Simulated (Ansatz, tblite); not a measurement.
**Ga10As9 wurtzite ring sphere (Ga₁₀As₉H₂₆−): rung by rung**

How do method and basis change the picture of Ga10As9 wurtzite ring sphere (Ga₁₀As₉H₂₆−) (singlet)?

Method: as each input shows; program: Ansatz 0.2.0, Gaussian basis.

Plan: GFN1-xTB, GFN2-xTB, PBE-D4/def2-TZVP, r2SCAN-D4/def2-TZVP, B3LYP-D4/def2-TZVP, PBE-D4/def2-SVP, PBE0-D4/def2-SVP, HF/6-31G, B3LYP-D4/6-31G, MP2/def2-TZVP, RPA/def2-TZVP.

1 further run of the same task is left out (set aside as unsound or not needed).

### 1 The geometry

The geometry is that of the singlet, from an earlier relaxation (PBE-D4/def2-SVP).

45 atoms, charge -1, spin multiplicity 1.

Bond lengths: Ga1–As2 2.566 Å, Ga1–As5 2.470 Å, Ga1–H20 1.585 Å, Ga1–H21 1.586 Å, As2–Ga7 2.495 Å, As2–H22 1.530 Å, As2–H23 1.530 Å, Ga3–As4 2.516 Å, Ga3–As5 2.498 Å, Ga3–H24 1.588 Å, Ga3–H25 1.590 Å, As4–Ga9 2.516 Å, As4–H26 1.527 Å, As4–H27 1.532 Å, As5–Ga6 2.466 Å, As5–Ga14 2.440 Å, Ga6–As8 2.528 Å, Ga6–As10 2.466 Å and more. Angles: As2–Ga1–As5 99.6°, As2–Ga1–H20 103.9°, As2–Ga1–H21 103.3°, As5–Ga1–H20 112.6°, As5–Ga1–H21 111.4°, H20–Ga1–H21 122.4°, Ga1–As2–Ga7 122.8°, Ga1–As2–H22 111.7°, Ga1–As2–H23 111.8°, Ga7–As2–H22 105.2°, Ga7–As2–H23 106.0°, H22–As2–H23 95.8°, As4–Ga3–As5 99.6°, As4–Ga3–H24 108.7°, As4–Ga3–H25 104.5°, As5–Ga3–H24 110.3°, As5–Ga3–H25 110.1°, H24–Ga3–H25 121.2° and more.

The ion is computed in the gas phase, without counter-ions or solvent.

PBE0-D4/def2-TZVP was run before; its log isn't repeated, and its numbers join the tables.

### 2 GFN1-xTB

Tight binding, by tblite at 300 K electronic temperature and without a spin-polarisation term:

```python
tblite.interface.Calculator('GFN1-xTB', numbers, positions, charge=-1, uhf=0).singlepoint()
```

Energy -1339.9576 eV, HOMO -7.87 eV, LUMO -4.09 eV; 0.35 s.

### 3 GFN2-xTB

Tight binding, by tblite at 300 K electronic temperature and without a spin-polarisation term:

```python
tblite.interface.Calculator('GFN2-xTB', numbers, positions, charge=-1, uhf=0).singlepoint()
```

Energy -1273.6878 eV, HOMO -8.04 eV, LUMO -4.24 eV; 0.42 s.

### 4 PBE-D4/def2-TZVP

start.molden holds the orbitals of an earlier run on this state, given as this run's starting guess.

File in.yaml:

```yaml
crystal:
  periodic: [false, false, false]
  atoms:
    - {symbol: Ga, position_ang: [0.587460, -4.371615, -0.559992]}
    - {symbol: As, position_ang: [0.643666, -4.106531, 1.991387]}
    - {symbol: Ga, position_ang: [0.927692, -2.018682, -3.703138]}
    - {symbol: As, position_ang: [-1.035790, -0.599367, -4.380531]}
    - {symbol: As, position_ang: [0.625958, -1.992770, -1.224036]}
    - {symbol: Ga, position_ang: [-1.399463, -0.808222, -0.463891]}
    - {symbol: Ga, position_ang: [0.669239, -1.881003, 3.118799]}
    - {symbol: As, position_ang: [-1.227187, -0.707979, 2.055898]}
    - {symbol: Ga, position_ang: [-1.283869, 1.810932, -3.703836]}
    - {symbol: As, position_ang: [-1.411367, 1.537820, -1.224670]}
    - {symbol: Ga, position_ang: [-3.489848, 2.695242, -0.560488]}
    - {symbol: Ga, position_ang: [-1.292194, 1.521519, 3.117930]}
    - {symbol: As, position_ang: [-3.232419, 2.612054, 1.990850]}
    - {symbol: Ga, position_ang: [2.677151, -0.981636, -0.372527]}
    - {symbol: As, position_ang: [2.572487, -0.691448, 2.103571]}
    - {symbol: As, position_ang: [2.400246, 1.383337, -1.163732]}
    - {symbol: Ga, position_ang: [0.491144, 2.807587, -0.374604]}
    - {symbol: Ga, position_ang: [2.859436, 1.649568, 2.958537]}
    - {symbol: As, position_ang: [0.689985, 2.573131, 2.101647]}
    - {symbol: H, position_ang: [-0.812620, -5.058853, -0.841485]}
    - {symbol: H, position_ang: [1.965992, -5.086425, -0.884156]}
    - {symbol: H, position_ang: [-0.486180, -4.886762, 2.666569]}
    - {symbol: H, position_ang: [1.783217, -4.910479, 2.621300]}
    - {symbol: H, position_ang: [0.714132, -3.486462, -4.269183]}
    - {symbol: H, position_ang: [2.201054, -1.157657, -4.108179]}
    - {symbol: H, position_ang: [-2.306703, -1.333097, -3.959933]}
    - {symbol: H, position_ang: [-1.260952, -0.729584, -5.890737]}
    - {symbol: H, position_ang: [-2.738477, -1.581055, -0.822337]}
    - {symbol: H, position_ang: [0.635936, -1.967881, 4.698548]}
    - {symbol: H, position_ang: [-2.462463, -1.419853, 2.611168]}
    - {symbol: H, position_ang: [-2.662355, 2.358626, -4.269825]}
    - {symbol: H, position_ang: [0.097825, 2.484198, -4.109580]}
    - {symbol: H, position_ang: [-4.785518, 1.826936, -0.841479]}
    - {symbol: H, position_ang: [-3.418978, 4.246287, -0.885293]}
    - {symbol: H, position_ang: [-1.383244, 1.536523, 4.697708]}
    - {symbol: H, position_ang: [-4.472917, 2.023431, 2.665993]}
    - {symbol: H, position_ang: [-3.359035, 4.001044, 2.620499]}
    - {symbol: H, position_ang: [4.061947, -1.590528, -0.838384]}
    - {symbol: H, position_ang: [3.794981, -1.454278, 2.616984]}
    - {symbol: H, position_ang: [2.264998, 1.304168, -2.680308]}
    - {symbol: H, position_ang: [3.723387, 2.146980, -1.112681]}
    - {symbol: H, position_ang: [0.657553, 4.310756, -0.841692]}
    - {symbol: H, position_ang: [2.841806, 1.640555, 4.543944]}
    - {symbol: H, position_ang: [4.035042, 2.326684, 2.130539]}
    - {symbol: H, position_ang: [0.641348, 4.013589, 2.614122]}
basis:
  gaussian: {orbitals: def2-TZVP, fitting: {mean_field: def2-universal-jkfit}, initial_orbitals: start.molden}
total_charge: -1
hamiltonian: {xc: pbe, dispersion: d4}
scf: {omitted_lower_state_checks: [starts]}
output: {orbitals: {seedname: orbitals}}
```

Run with:

```sh
ansatz run in.yaml --threads 11 --pin off --events-out ev --progress --plain --max-ram 166912MiB --backend cuda --devices 0, --max-vram 75GiB
```

Further steps of the session: r2SCAN-D4/def2-TZVP; B3LYP-D4/def2-TZVP; PBE-D4/def2-SVP; PBE0-D4/def2-SVP; HF/6-31G; B3LYP-D4/6-31G; MP2/def2-TZVP; RPA/def2-TZVP.

**Question.** What will the summary of the whole plan be? Wanted: gap in def2-TZVP, named functionals, smallest and largest; correlation energy, MP2/def2-TZVP; PBE0 total energy, smallest basis above largest.

The runs gave:

| quantity | value |
| --- | --- |
| gap in def2-TZVP, named functionals, smallest and largest | 3.61 eV (PBE-D4), 5.22 eV (PBE0-D4) |
| correlation energy, MP2/def2-TZVP | -131.80 eV |
| PBE0 total energy, smallest basis above largest | 134.70 eV (def2-SVP, def2-TZVP) |

**Reading.** Over the named functionals in def2-TZVP the gap runs from 3.61 eV (PBE-D4) to 5.22 eV (PBE0-D4); exact exchange widens it.
